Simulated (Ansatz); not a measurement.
The system is KNi.

```
K Ni
1.0
     3.66048    3.66048    0.00000
    -3.66048    3.66048    0.00000
     0.00000    0.00000    3.47889
K Ni
2 2
Cartesian
  0.0000 0.0000 0.0000
  0.0000 3.6605 0.0000
  1.8302 1.8302 1.7394
  -1.8302 1.8302 1.7394
```

The cell was built by a generator and needn't be a form met in nature.

The cell isn't the ideal one: another cell of the same crystal, with 4 atoms.

Alike in all runs: program Ansatz 0.2.0; functional PBEsol; potentials or basis Ansatz PAW; cutoff 420 eV (not typed: the program's choice for these potentials); k mesh 4 × 4 × 6; occupations fermi-dirac, width 0.05 eV; hubbard terms Ni d U = 5 eV.

Starts and where they ended:

```tsv
start	free energy over the lowest (meV/atom)	net moment (μB)	site or absolute moments (μB)	gap
no spin polarisation	383.9	-	-	none (metal or under the smearing width)
collinear spin, antiferromagnetic start of up to 2.5 μB	0.0	0.00	K +0.00, -0.00; Ni +1.00, -1.00	none (metal or under the smearing width)
collinear spin, ferromagnetic start of up to 2.5 μB	0.0	0.00	K +0.00, -0.00; Ni +1.00, -1.00	none (metal or under the smearing width)
```

Allowing spin polarisation gains 384 meV/atom. A still lower state may exist.

Caveats: the U is typed as a test and isn't derived for this compound; the magnetic or orbital state may not be the lowest (some runs); U without spin polarisation on a metal has little footing (some runs).
